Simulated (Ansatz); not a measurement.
# H6O4SiTi: how energies converge with the basis set

How large a basis does H6O4SiTi need? Two functionals are run in growing sets.

Computed with Ansatz 0.2.0, Gaussian basis. Level: one geometry, several basis sets.

Levels to be run: PBE0-D4/def2-SVP; ωB97M-V/def2-SVP; PBE0-D4/def2-QZVPP; ωB97M-V/def2-QZVPP; the functionals' def2-TZVPP values are taken from earlier runs.

## (1) Structure used throughout

The geometry comes from an earlier relaxation with PBE0-D4 in a triple-zeta def2 set; it is a stationary point, not always the lowest conformer.

12 atoms, charge 0, spin multiplicity 1.

Atoms are counted from 1 here; the program's logs count them from 0.

Bond lengths: O1–Ti2 1.796 Å, O1–H7 0.958 Å, Ti2–O3 1.796 Å, Ti2–O4 1.796 Å, Ti2–O5 1.799 Å, O3–H8 0.958 Å, O4–H9 0.958 Å, O5–Si6 1.631 Å, Si6–H10 1.487 Å, Si6–H11 1.487 Å, Si6–H12 1.487 Å. Angles: Ti2–O1–H7 130.9°, O1–Ti2–O3 109.3°, O1–Ti2–O4 109.2°, O1–Ti2–O5 109.7°, O3–Ti2–O4 109.3°, O3–Ti2–O5 109.6°, O4–Ti2–O5 109.7°, Ti2–O3–H8 131.0°, Ti2–O4–H9 131.1°, Ti2–O5–Si6 178.2°, O5–Si6–H10 110.0°, O5–Si6–H11 110.0°, O5–Si6–H12 109.9°, H10–Si6–H11 109.0°, H10–Si6–H12 109.0°, H11–Si6–H12 109.0°.

## (2) PBE0-D4 in def2-SVP

File in.yaml:

```yaml
crystal:
  periodic: [false, false, false]
  atoms:
    - {symbol: O, position_ang: [-1.764299, -1.468099, -0.332013]}
    - {symbol: Ti, position_ang: [-0.596316, -0.484180, 0.612994]}
    - {symbol: O, position_ang: [0.335854, -1.558609, 1.709300]}
    - {symbol: O, position_ang: [-1.495595, 0.724191, 1.590635]}
    - {symbol: O, position_ang: [0.529839, 0.360707, -0.507591]}
    - {symbol: Si, position_ang: [1.520322, 1.169096, -1.519693]}
    - {symbol: H, position_ang: [-2.719587, -1.425936, -0.387018]}
    - {symbol: H, position_ang: [0.303803, -2.507465, 1.835382]}
    - {symbol: H, position_ang: [-1.523828, 0.872899, 2.536324]}
    - {symbol: H, position_ang: [1.343426, 2.635022, -1.341323]}
    - {symbol: H, position_ang: [1.207378, 0.812121, -2.929194]}
    - {symbol: H, position_ang: [2.936105, 0.815053, -1.233803]}
basis:
  gaussian: {orbitals: def2-SVP}
hamiltonian: {xc: pbe0, dispersion: d4}
output: {orbitals: {seedname: orbitals}}
```

On the command line:

```
ansatz run in.yaml --threads 4 --pin off --events-out ev --progress --plain --max-ram 11315MiB
```

After this run come: ωB97M-V in def2-SVP; PBE0-D4 in def2-QZVPP; ωB97M-V in def2-QZVPP.

Q: Predict the results of all the runs planned. Wanted: PBE0-D4: double and triple zeta above quadruple; ωB97M-V: double and triple zeta above quadruple.

**Answer**, as computed:

```
                                       quantity           value
PBE0-D4: double and triple zeta above quadruple  17.50, 1.20 eV
ωB97M-V: double and triple zeta above quadruple  17.66, 1.11 eV
```

In words: PBE0-D4 gains 16.31 eV from double to triple zeta, then 1.20 eV more. These are total energies; as a rule much of such shifts cancels in differences, which this series doesn't test.
